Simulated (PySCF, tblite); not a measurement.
**C6H12Cl2Si: geometry, infrared bands and NMR shifts**

Wanted: the infrared bands and NMR shifts of C6H12Cl2Si (`CC[Si@H](CCl)C1(Cl)CC1`), by calculation.

Computed with tblite 0.8.0 and PySCF 2.14.0, with density-fitted response routines of our own, on a single molecule in the gas phase. Atoms are numbered from 0 throughout.

## (1) Starting geometry

21 atoms, charge 0, multiplicity 1; geometry from: force field or distance geometry start.

Bonds of the start (Å): C0–C1 1.53, C1–Si2 1.91, Si2–C3 1.86, C3–Cl4 1.78, Si2–C5 1.90, C5–Cl6 1.76, C5–C7 1.50, C7–C8 1.50, C8–C5 1.52, C0–H9 1.10, C0–H10 1.10, C0–H11 1.09, C1–H12 1.10, C1–H13 1.09, Si2–H14 1.49, C3–H15 1.10, C3–H16 1.08, C7–H17 1.09, C7–H18 1.09, C8–H19 1.09, C8–H20 1.08.

## (2) Geometry optimisation with GFN2-xTB

Job settings and geometry (Å):

```
{"job": {"kind": "relax", "xc": "GFN2-xTB", "basis": "xTB"}, "charge": 0, "multiplicity": 1}
C     -2.126600    -1.070300    -0.923600
C     -1.698300     0.386800    -0.784300
Si    -0.206400     0.665100     0.369800
C      0.236200     2.473800     0.432500
Cl    -1.094700     3.385600     1.186000
C      1.278500    -0.354500    -0.223600
Cl     1.886100     0.080000    -1.822000
C      1.369900    -1.794000     0.203600
C      2.293500    -0.788800     0.817800
H     -3.015100    -1.129800    -1.572700
H     -2.408900    -1.506100     0.043000
H     -1.348800    -1.687400    -1.362100
H     -2.543300     0.969700    -0.385700
H     -1.445200     0.781600    -1.767900
H     -0.587500     0.191700     1.728400
H      1.126300     2.631200     1.064300
H      0.420400     2.885500    -0.550300
H      1.790700    -2.521900    -0.493200
H      0.590600    -2.222000     0.836300
H      2.140100    -0.537700     1.868100
H      3.333600    -0.821500     0.542600
```

Started as:

```sh
$ OMP_NUM_THREADS=1 python probes_run.py task.json out
```

This one command runs all jobs of the session in turn.

**Question.** This job is followed by: GFN2-xTB harmonic vibrations, gas phase; GIAO PBE0/pcSseg-1 NMR shielding, non-relativistic, gas phase. Predict these results of the whole session: strongest single infrared mode (GFN2-xTB); zero-point energy (GFN2-xTB); 13C shifts against TMS (PBE0/pcSseg-1); 1H shifts against TMS (PBE0/pcSseg-1, means over atoms taken as alike); 29Si shifts against TMS (PBE0/pcSseg-1); 35Cl shifts against HCl (PBE0/pcSseg-1).

**Answer**, as computed:

| quantity | value |
| --- | --- |
| strongest single infrared mode (GFN2-xTB) | 2226 cm⁻¹, 260 km/mol |
| zero-point energy (GFN2-xTB) | 102.2 kcal/mol |
| 13C shifts against TMS (PBE0/pcSseg-1) | 31.9, 30.6, 15.8, 14.4, 9.8, 6.0 ppm |
| 1H shifts against TMS (PBE0/pcSseg-1, means over atoms taken as alike) | 3.79, 3.22, 3.12, 1.25, 1.20, 1.17, 1.04, 0.93, 0.78, 0.71 ppm |
| 29Si shifts against TMS (PBE0/pcSseg-1) | -3.1 ppm |
| 35Cl shifts against HCl (PBE0/pcSseg-1) | 142, -4 ppm |

In words: The optimisation took 48 steps and gained 0.115 eV; among the close pairs (by a distance rule), Si2–C3 changed most, from 1.863 to 1.911 Å. No mode is imaginary among the 57: a minimum at this level. The strongest single mode, at 2226 cm⁻¹, moves mainly H14. Unscaled tight-binding wavenumbers are off by several per cent, some by more. Its intensities can rank the bands wrongly. The most deshielded carbon is C5 (three-membered-ring carbon bearing a halogen), at 31.9 ppm: pulled downfield by the heteroatom. At PBE0/pcSseg-1: The widest tensor belongs to Cl6: span 475 ppm, with a paramagnetic part of -342 ppm.
